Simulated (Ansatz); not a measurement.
## BH6N3, SMILES NB(N)N: energies of removing a hydrogen, step by step

Computed with Ansatz 0.2.0, Python API.

The cells in order, each with its output:

**Cell 1**
```python
import ansatz as az
from ase import Atoms
```

**Cell 2**
```python
BASIS = "def2-TZVPP"
XC = "CAM-B3LYP"
```

**Cell 3**
```python
def energy(molecule, charge=0, unpaired=0):
    calc = molecule.calculation().basis(gaussian=BASIS).functional(XC)
    if charge:
        calc = calc.charge(charge)
    if unpaired:
        calc = calc.spin("collinear", total=unpaired)
    report = calc.run(threads=1, pin="off").report
    if report["published_state_doubts"]:
        print("  doubts:", report["published_state_doubts"])
    return report["free_energy_ev"]
```

**Cell 4**
```python
def without(molecule, index):
    rest = az.Crystal.molecule()
    for i, site in enumerate(molecule.cartesian_sites):
        if i != index:
            rest = rest.atom(site.symbol, site.position_ang)
    return rest
```

**Cell 5**
```python
atoms = Atoms(["N", "B", "N", "N", "H", "H", "H", "H", "H", "H"], positions=[
    (-1.2412, 0.2586, -0.7827),
    (-0.0728, -0.2097, -0.0426),
    (0.1267, -1.7023, 0.0827),
    (0.996, 0.7846, 0.5683),
    (-0.941, 0.9075, -1.5851),
    (-1.8267, 0.9279, -0.138),
    (0.2419, -1.9107, 1.1225),
    (1.137, -1.8932, -0.3186),
    (1.2742, 1.4022, -0.158),
    (0.3889, 1.3839, 1.2543),
])
system = az.Crystal.molecule_from_ase(atoms)
```

**Cell 6**
```python
whole = energy(system, 0)
hydrogen = energy(az.Crystal.molecule().atom("H", (0, 0, 0)), 0, 1)
print(f"E(molecule) = {whole:.5f} eV, E(H) = {hydrogen:.5f} eV")
for index in [9]:
    radical = energy(without(system, index), 0, 1)
    print(f"H{index}: homolysis {(radical + hydrogen - whole):.3f} eV")
```
Output:
```text
E(molecule) = -5244.48837 eV, E(H) = -13.57334 eV
H9: homolysis 4.334 eV
```

Total energies depend on the basis set; only differences at equal settings carry meaning. The geometry is a force-field or estimated start, not a minimum of this method, and the basis set is short of its limit. All parts are taken at fixed geometry, without zero-point energy. It ran for 19 s on 1 thread of Arm Neoverse V1 (shared host), peak memory 0.54 GiB.
